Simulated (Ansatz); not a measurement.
A run of Ansatz 0.2.0 is set up as follows.

input.yaml

```yaml
crystal:
  lattice:
    - [3.8235926644, 0.0, 0.0]
    - [-1.9117963322, 3.3113283811, 0.0]
    - [0.0, 0.0, 12.5087800002]
  atoms:
    - { symbol: Ga, position: [0.66246, 0.327022, 0.215369] }
    - { symbol: Zn, position: [0.342156, 0.675901, 0.490855] }
    - { symbol: Sc, position: [-0.00315, -0.012211, 0.788026] }
    - { symbol: S, position: [-0.006878, 0.006628, 0.598454] }
    - { symbol: S, position: [0.669848, 0.33275, 0.394168] }
    - { symbol: S, position: [-0.001539, -0.016793, 0.137053] }
    - { symbol: S, position: [0.673188, 0.343697, 0.871421] }
hamiltonian:
  xc: pbe
  pseudopotentials: { kind: paw }
kpoints:
  mp_grid: { grid: [8, 8, 3] }
scf:
  occupations: { method: fermi_dirac, width: 0.05 }
output:
  forces: true
  stress: true
  eigenvalues: true
```

Potentials or basis: Ansatz PAW.

The run is started by

```bash
$ ansatz run input.yaml --threads 4 --pin off --max-ram 10240MiB --backend cpu --events-out ev --progress --plain --runs-dir out
```

Task: Estimate the band gap on the k mesh.

Result: 0.93 eV, indirect (least direct gap 1.01 eV).

Task: Predict the largest force.

Result: 0.801 eV/Å.

Forces in eV/Å, atoms in the order of the input:
```
Ga   0.117 -0.150  0.100
Zn  -0.040 -0.050  0.098
Sc  -0.051  0.680 -0.419
S    0.052 -0.018  0.122
S   -0.001  0.030 -0.200
S   -0.124  0.174  0.116
S    0.047 -0.667  0.183
```

Caveat: odd divisions of the mesh miss points on the zone boundary, where band edges often lie, so the gap on the mesh can be too wide. A k mesh can miss the band edges.
